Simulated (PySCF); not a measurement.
**Towards the basis-set limit for BrF**

One table from this session's results is given with a row withheld; the runs are named, their logs left out.

Method: CCSD(T) on RHF, scalar-relativistic core potentials; program: PySCF 2.14.0.

2 further runs of the same task are left out: 2 set aside as unsound or not needed.

The first run:

| Property | Result |
| --- | --- |
| molecule | BrF |
| state | singlet, unpaired electrons none |
| smaller basis | Br cc-pVTZ-PP with ECP10, F cc-pVTZ |
| larger basis | Br cc-pVQZ-PP with ECP10, F cc-pVQZ |
| frozen core orbitals | 10 |
| extrapolation | correlation as n⁻³ (n = 3, 4), Hartree–Fock as (n+1)·exp(−9√n) |
| corrections | core–valence correlation |
| distances (Å) | 1.5520, 1.6226, 1.6931, 1.7637, 1.8342, 1.9224, 2.0106 |
| masses (u) | 78.9183, 18.9984 |
| dissociation limit | Br + F |

Command:

```console
$ OMP_NUM_THREADS=4 python comp.py task.json out
```

One table of the session follows, with a row left open; its other results are not shown here.

It belongs to the step «Constants step by step». 

```
               level  Re (Å)  ωe (cm⁻¹)  ωexe (cm⁻¹)  αe (cm⁻¹)  De (eV)
CCSD(T)/cc-pVTZ(-PP)  1.7694      666.3         3.85    0.00259    2.439
CCSD(T)/cc-pVQZ(-PP)  1.7633      675.0         3.67    0.00252    2.628
              HF/CBS       ?          ?            ?          ?        ?
             MP2/CBS  1.7576      692.5         3.16    0.00233    3.010
            CCSD/CBS  1.7486      706.5         3.21    0.00233    2.501
         CCSD(T)/CBS  1.7609      679.4         3.57    0.00248    2.726
      CCSD(T)/CBS+CV  1.7578      680.7         3.60    0.00250    2.721
```

**Question.** Estimate the row for HF/CBS.

The run gave: Re (Å): 1.7140; ωe (cm⁻¹): 777.3; ωexe (cm⁻¹): 2.83; αe (cm⁻¹): 0.00211; De (eV): 0.479. In the column «Re (Å)» it is the lowest.
